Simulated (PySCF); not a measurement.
# CdO: the cost of one run

Program: PySCF 2.14.0. Level of theory: relaxation, lda,vwn, def2-tzvpp, and further levels as typed in the inputs. These are calculated values, not measurements.

**1. The system as given**

Bond lengths: Cd1–O2 1.900 Å.

Structure file:

```xyz
2

Cd    0.0000    0.0000    0.0000
O     0.0000    0.0000    1.9000
```

**2. Relaxation: CdO**

The input, run.py:

```python
from pyscf import gto, dft
from pyscf.geomopt.geometric_solver import optimize
mol = gto.M(atom="mol.xyz", basis="def2-tzvpp", verbose=4)
mol.set(ecp='def2-tzvpp').build()
mf = dft.RKS(mol, xc="lda,vwn").density_fit().run(conv_tol=1e-9)
m = optimize(mf, maxsteps=60)
print("optimised structure (A):")
for k in range(m.natm): print(m.atom_symbol(k), *(f"{x:.8f}" for x in m.atom_coords(unit="A")[k]))
```

The run is started by

```bash
$ python run.py
```

**Question.** How long does this run take on 4 threads of Intel Xeon Platinum 8488C (Sapphire Rapids), shared host?

About 6.1 s.
